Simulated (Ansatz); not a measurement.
# AuF (SMILES [F][Au]): HSE06/def2-TZVPP (core potential)

Aim: the electronic atomisation energy of AuF at HSE06/def2-TZVPP (core potential), from 3 runs. 

Program for the calculation: Ansatz 0.2.0.

29 further runs of the same task are left out: 29 set aside as unsound or not needed.

## 1. Starting point

AuF: 2 atoms, total charge 0, spin state singlet. SMILES: `[F][Au]`. The shape is that of a PBE0-D4/def2-TZVP optimisation.

Bond lengths: F1–Au2 1.939 Å.

## 2. The energy at HSE06/def2-TZVPP (core potential)

The input, run.yaml:

```yaml
crystal:
  periodic: [false, false, false]
  atoms:
    - {symbol: F, position_ang: [0.839700, -0.327100, 0.415300]}
    - {symbol: Au, position_ang: [-0.810300, 0.267000, -0.411300]}
basis:
  gaussian: {orbitals: def2-TZVPP}
total_charge: 0
hamiltonian: {xc: hse06}
accuracy: high
output: {orbitals: {seedname: orbitals}}
```

Command:

```
$ ansatz run run.yaml --threads 1 --pin off --max-ram 3480MiB --events-out events.jsonl --progress --plain --runs-dir runs
```

Log:

```text
Warning: RAYON_NUM_THREADS=1 ignored (pool sized by the plan → 1); use --threads N
Functional definition: HSE06
  name "HSE06"
  parameter a = 0.25
  parameter omega = 0.11/bohr
  exchange = pbe_x - a*pbe_x_sr(omega) + a*exact_x_sr(omega)
  correlation = pbe_c
1220 factors; integrals over basis functions are off by at most 3.7e-9 eV
75 factors; integrals over basis functions are off by at most 1.5e-9 eV
mean field evaluation 1: about -6404.7718 eV, gradient 4.1e1 eV
mean field evaluation 2: about -6365.8235 eV, gradient 1.5e2 eV
mean field evaluation 4: about -6407.4868 eV, gradient 9.5e0 eV
mean field evaluation 8: about -6407.6282 eV, gradient 6.7e-1 eV
mean field evaluation 16: about -6407.6290 eV, gradient 1.4e-5 eV
mean field -6407.62896329 eV, -235.4760211539 hartree, gradient 2.5e-8 eV, S^2 0.000000; 0 other end points of the search recorded, 0 dependent functions left out
reference -6407.62896643 eV, -235.4760212694 hartree; 14, 14 occupied and 73, 73 virtual orbitals, 1220 factors
Total energy: -6407.62896643 eV, -235.4760212694 hartree
```

It took 4.5 s on 1 thread of Arm Neoverse V1, shared host; peak memory 0.19 GiB.

## 3. The Au atom at the same level

The input, input.yaml:

```yaml
crystal:
  periodic: [false, false, false]
  atoms:
    - symbol: Au
      position_ang: [0.000000, 0.000000, 0.000000]
basis:
  gaussian: {orbitals: def2-TZVPP}
magnetization: {spin_polarized: true, initial_magnetization: 1}
hamiltonian: {xc: hse06}
accuracy: high
```

Run the same way, it converges to -135.70181 Eh (log not shown).

## 4. The F atom at the same level

The input, job.yaml:

```yaml
crystal:
  periodic: [false, false, false]
  atoms:
    - {symbol: F, position_ang: [0.000000, 0.000000, 0.000000]}
basis:
  gaussian:
    orbitals: def2-TZVPP
magnetization:
  spin_polarized: true
  initial_magnetization: 1
accuracy: high
hamiltonian:
  xc: hse06
```

Run the same way, it converges to -99.67211 Eh (log not shown).

## 5. Outcome

Level: HSE06/def2-TZVPP (core potential).

```
                     quantity          value
       molecule: total energy  -235.47602 Eh
        molecule: HOMO energy       -7.93 eV
        molecule: LUMO energy       -4.34 eV
      molecule: HOMO–LUMO gap        3.59 eV
        Au atom: total energy  -135.70181 Eh
                Au atom: ⟨S²⟩          0.751
         F atom: total energy   -99.67211 Eh
                 F atom: ⟨S²⟩          0.752
electronic atomisation energy       2.778 eV
```

Taking the molecule apart into free atoms costs 2.78 eV (64 kcal/mol), before zero-point energy and without spin-orbit coupling.
